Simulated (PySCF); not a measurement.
**Mn: excitation energy in x2c-QZVPPall plus 1 even-tempered diffuse shell per l**

Aim: the excitation energy of manganese from differences of total energies, at each level of theory, and how far each lands from the tabulated value where there is one.

The numbers are computed with PySCF 2.14.0 (unrestricted determinants in a Gaussian basis, no spin-orbit coupling in the energies), except any that are marked as measured or tabulated.

## 1. What is computed

- Element: manganese (Z = 25)
- Basis: x2c-QZVPPall with one added diffuse shell each of s, p, d, f, g type (12s8p6d5f3g, 128 functions)
- Hamiltonian: the spin-free X2C one-electron Hamiltonian (Gaussian nucleus)
- State 1: Mn: [Ar] 3d5 4s1 5s1, high-spin 8S determinant (an excited configuration)
- Needed too, but not shown: Mn [Ar] 3d5 4s2 (6S)
- Methods: UHF, LDA, PBE, PBE0, r2SCAN, BLYP, r2SCANh, B2PLYP, MP2
- Core shells frozen in the correlated runs: valence: [Ar]; valence and next inner shell: [Ne] (for Mn)

The outer shells:

Mn [Ar] 3d5 4s1 5s1
```
[Ar] core
3d [↑ ][↑ ][↑ ][↑ ][↑ ]
4s [↑ ]
5s [↑ ]
```

The runs were made by one driver on top of PySCF. The scripts below sum up each run's settings (the driver also hands on starting orbitals that pick excited configurations, and frozen orbitals as a list rather than a count), and the logs come from the driver's own runs. The driver starts from symmetry-adapted Hartree-Fock orbitals, holds the occupation by maximum overlap and uses a logarithmic radial grid for functionals, so a plain start would take other cycles.

The integrals over 128 functions and the set-up took 4.5 s of CPU time.

## 2. Mn [Ar] 3d5 4s1 5s1: the ladder of methods

**UHF**

input.py

```python
from pyscf import gto, scf, dft, mp, cc
import basis_set_exchange as bse
mol = gto.M(atom="Mn 0 0 0", charge=0, spin=7, symmetry="D2h",
            basis=gto.basis.parse(bse.get_basis("x2c-QZVPPall", elements=["Mn"], fmt="nwchem", augment_diffuse=1)),
            nucmod="G")
mf = scf.UHF(mol).sfx2c1e()
mf.irrep_nelec = {'Ag': (7, 3), 'B1g': (1, 0), 'B2g': (1, 0), 'B3g': (1, 0), 'B1u': (2, 2), 'B2u': (2, 2), 'B3u': (2, 2)}
mf.kernel()
```

**LDA**

input.py, as changed from the run before:

```diff
@@ -5,3 +5,3 @@
             nucmod="G")
-mf = scf.UHF(mol).sfx2c1e()
+mf = dft.UKS(mol, xc="LDA,VWN").sfx2c1e()
 mf.irrep_nelec = {'Ag': (7, 3), 'B1g': (1, 0), 'B2g': (1, 0), 'B3g': (1, 0), 'B1u': (2, 2), 'B2u': (2, 2), 'B3u': (2, 2)}
```

**PBE**

input.py, as changed from the run before:

```diff
@@ -5,3 +5,3 @@
             nucmod="G")
-mf = dft.UKS(mol, xc="LDA,VWN").sfx2c1e()
+mf = dft.UKS(mol, xc="PBE").sfx2c1e()
 mf.irrep_nelec = {'Ag': (7, 3), 'B1g': (1, 0), 'B2g': (1, 0), 'B3g': (1, 0), 'B1u': (2, 2), 'B2u': (2, 2), 'B3u': (2, 2)}
```

**PBE0**

input.py, as changed from the run before:

```diff
@@ -5,3 +5,3 @@
             nucmod="G")
-mf = dft.UKS(mol, xc="PBE").sfx2c1e()
+mf = dft.UKS(mol, xc="PBE0").sfx2c1e()
 mf.irrep_nelec = {'Ag': (7, 3), 'B1g': (1, 0), 'B2g': (1, 0), 'B3g': (1, 0), 'B1u': (2, 2), 'B2u': (2, 2), 'B3u': (2, 2)}
```

**r2SCAN**

input.py, as changed from the run before:

```diff
@@ -5,3 +5,3 @@
             nucmod="G")
-mf = dft.UKS(mol, xc="PBE0").sfx2c1e()
+mf = dft.UKS(mol, xc="R2SCAN").sfx2c1e()
 mf.irrep_nelec = {'Ag': (7, 3), 'B1g': (1, 0), 'B2g': (1, 0), 'B3g': (1, 0), 'B1u': (2, 2), 'B2u': (2, 2), 'B3u': (2, 2)}
```

**BLYP**

input.py, as changed from the run before:

```diff
@@ -5,3 +5,3 @@
             nucmod="G")
-mf = dft.UKS(mol, xc="R2SCAN").sfx2c1e()
+mf = dft.UKS(mol, xc="BLYP").sfx2c1e()
 mf.irrep_nelec = {'Ag': (7, 3), 'B1g': (1, 0), 'B2g': (1, 0), 'B3g': (1, 0), 'B1u': (2, 2), 'B2u': (2, 2), 'B3u': (2, 2)}
```

**r2SCANh**

input.py, as changed from the run before:

```diff
@@ -5,3 +5,3 @@
             nucmod="G")
-mf = dft.UKS(mol, xc="BLYP").sfx2c1e()
+mf = dft.UKS(mol, xc="HYB_MGGA_XC_R2SCANH").sfx2c1e()
 mf.irrep_nelec = {'Ag': (7, 3), 'B1g': (1, 0), 'B2g': (1, 0), 'B3g': (1, 0), 'B1u': (2, 2), 'B2u': (2, 2), 'B3u': (2, 2)}
```

**B2PLYP**

input.py, as changed from the run before:

```diff
@@ -5,3 +5,3 @@
             nucmod="G")
-mf = dft.UKS(mol, xc="HYB_MGGA_XC_R2SCANH").sfx2c1e()
+mf = dft.UKS(mol, xc="0.53*HF + 0.47*B88, 0.73*LYP").sfx2c1e()
 mf.irrep_nelec = {'Ag': (7, 3), 'B1g': (1, 0), 'B2g': (1, 0), 'B3g': (1, 0), 'B1u': (2, 2), 'B2u': (2, 2), 'B3u': (2, 2)}
```

**MP2 (valence)**

input.py, as changed from the run before:

```diff
@@ -5,4 +5,5 @@
             nucmod="G")
-mf = dft.UKS(mol, xc="0.53*HF + 0.47*B88, 0.73*LYP").sfx2c1e()
+mf = scf.UHF(mol).sfx2c1e()
 mf.irrep_nelec = {'Ag': (7, 3), 'B1g': (1, 0), 'B2g': (1, 0), 'B3g': (1, 0), 'B1u': (2, 2), 'B2u': (2, 2), 'B3u': (2, 2)}
 mf.kernel()
+mp.UMP2(mf, frozen=9).kernel()
```

## 3. Mn [Ar] 3d5 4s1 5s1, continued

**MP2 (valence and next inner shell)**

Edit input.py of step 2 so:

```diff
@@ -8,2 +8,2 @@
 mf.kernel()
-mp.UMP2(mf, frozen=9).kernel()
+mp.UMP2(mf, frozen=5).kernel()
```

Q: Predict the outcome of this session.

As calculated:

| quantity | value |
| --- | --- |
| excitation energy, Mn → [Ar] 3d5 4s1 5s1 | UHF 3.642, MP2 (valence and next inner shell) 4.672 eV |

What this shows: The methods span 1.360 eV, from UHF (3.642) to BLYP (5.003). No reference value is at hand in this session. The basis is finite, and no extrapolation was made.
